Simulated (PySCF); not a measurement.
# BeB: changing the method

Aim: see what other levels and later steps give for BeB.

Program: PySCF 2.14.0. Level of theory: each script names its method and basis. These are calculated values, not measurements.

4 further runs of the same task are left out: 4 that didn't finish.

## Step 1: Where the work starts

BeB: 2 atoms, charge 0, spin multiplicity 2.

Bond lengths: Be1–B2 1.775 Å.

## Step 2: Base script

Input file input.py:

```python
from pyscf import gto, scf, mp

mol = gto.M(
    atom='Be 0 0 0; B 0 0 1.775',
    basis='def2-svp',
    charge=0,
    spin=1,
    symmetry=True,
    verbose=4,
)
mf = scf.UHF(mol)
mf = mf.density_fit(auxbasis='def2-universal-jkfit')
mf.kernel()
mp.MP2(mf, frozen=1).kernel()
mf.dip_moment()
print('orbital energies (hartree):', [e[max(0, n-3):n+3].round(4) for e, n in zip(mf.mo_energy, mol.nelec)])
```

The run is started by

```console
> OMP_NUM_THREADS=1 python input.py
```

Its log is not repeated here.

In short: E(SCF) = -39.023273 Eh, E(MP2) − E(SCF) = -0.06774 Eh, ⟨S²⟩ = 1.825, μ = 3.50 D (of the SCF density).

⟨S²⟩ = 1.82 against 0.75 for a pure state: the determinant is spin-contaminated. The bond length is a typed value, not an optimised one.

## Step 3: Gradient

Edit 1 changes step after the SCF: mp2 → gradient.

Input file input.py:

```python
from pyscf import gto, scf

mol = gto.M(
    atom='Be 0 0 0; B 0 0 1.775',
    basis='def2-svp',
    charge=0,
    spin=1,
    symmetry=True,
    verbose=4,
)
mf = scf.UHF(mol)
mf = mf.density_fit(auxbasis='def2-universal-jkfit')
mf.kernel()
mf.nuc_grad_method().kernel()
mf.dip_moment()
print('orbital energies (hartree):', [e[max(0, n-3):n+3].round(4) for e, n in zip(mf.mo_energy, mol.nelec)])
```

The run is started by

```console
> OMP_NUM_THREADS=1 python input.py
```

## Step 4: RHF

Edit 2 changes SCF type: UHF → RHF.

Input file input.py:

```python
from pyscf import gto, scf, mp

mol = gto.M(
    atom='Be 0 0 0; B 0 0 1.775',
    basis='def2-svp',
    charge=0,
    spin=1,
    symmetry=True,
    verbose=4,
)
mf = scf.RHF(mol)
mf = mf.density_fit(auxbasis='def2-universal-jkfit')
mf.kernel()
mp.MP2(mf, frozen=1).kernel()
mf.dip_moment()
print('orbital energies (hartree):', mf.mo_energy[..., max(0, mol.nelec[1]-3):mol.nelec[0]+3].round(4))
```

## Step 5: Pw91 (UKS)

Edit 3 changes functional: none (Hartree–Fock) → pw91; SCF type: UHF → UKS; step after the SCF: mp2 → analyze.

Input file input.py:

```python
from pyscf import gto, dft

mol = gto.M(
    atom='Be 0 0 0; B 0 0 1.775',
    basis='def2-svp',
    charge=0,
    spin=1,
    symmetry=True,
    verbose=4,
)
mf = dft.UKS(mol, xc='pw91')
mf = mf.density_fit(auxbasis='def2-universal-jkfit')
mf.kernel()
mf.analyze()
print('orbital energies (hartree):', [e[max(0, n-3):n+3].round(4) for e, n in zip(mf.mo_energy, mol.nelec)])
```

## Step 6: Mn15l (UKS)

Edit 4 changes functional: none (Hartree–Fock) → mn15l; SCF type: UHF → UKS; step after the SCF: mp2 → analyze.

Input file input.py:

```python
from pyscf import gto, dft

mol = gto.M(
    atom='Be 0 0 0; B 0 0 1.775',
    basis='def2-svp',
    charge=0,
    spin=1,
    symmetry=True,
    verbose=4,
)
mf = dft.UKS(mol, xc='mn15l')
mf = mf.density_fit(auxbasis='def2-universal-jkfit')
mf.kernel()
mf.analyze()
print('orbital energies (hartree):', [e[max(0, n-3):n+3].round(4) for e, n in zip(mf.mo_energy, mol.nelec)])
```

**Question.** What will these runs give? Wanted: for each run, E(SCF); from base; gap, α spin; SCF dipole; after the SCF.

**Answer**, as computed:

| run | E(SCF) (hartree) | from base (eV) | cycles | gap, α spin (eV) | SCF dipole (D) | after the SCF |
| --- | --- | --- | --- | --- | --- | --- |
| base | -39.023273 | 0 | 20 | 6.44 | 3.50 | MP2 correlation -1.843 eV, core frozen |
| gradient | -39.023273 | 0.0000 | 20 | 6.44 | 3.50 | n/a |
| RHF | -39.031736 | -0.2303 | 10 | n/a | 2.88 | MP2 correlation -2.551 eV, core frozen |
| pw91 (UKS) | -39.279242 | not comparable | 14 | 0.00 | 1.62 | n/a |
| mn15l (UKS) | -39.291439 | not comparable | 12 | 0.00 | 2.19 | n/a |

In words: A lower total energy from another functional means nothing by itself.
